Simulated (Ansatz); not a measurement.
MnHg:

```
Hg Mn
1.0
     3.31500    0.00000    0.00000
     0.00000    3.31500    0.00000
     0.00000    0.00000    3.31500
Hg Mn
1 1
Cartesian
  0.0000 0.0000 0.0000
  1.6575 1.6575 1.6575
```

Base run:

| Quantity | Value |
| --- | --- |
| Program | Ansatz 0.2.0 |
| Functional | PBE |
| Potentials or basis | Ansatz PAW |
| Cutoff | 420 eV (not typed: the program's choice for these potentials) |
| k mesh | 7 × 7 × 7 |
| Occupations | fermi-dirac, width 0.05 eV |
| Spin | collinear spin, ferromagnetic start |
| Starting moments | [0.0, 6.0] μB |
| Fixed moment | 6 μB |

Its results: pressure 22.7 GPa; site moments Hg +0.42; Mn +4.79 μB.

Question: The run is repeated on the same cell with these changes: fixed moment from 6 μB to 1 μB; moments at the start from [0.0, 6.0] to [0.0, 1.0]. What comes out?

Answer: Pressure -12.7 GPa; site moments Hg -0.05; Mn +1.14 μB.

Caveats: the total moment is fixed, so each spin has its own Fermi level; the thresholds are loose for stress.
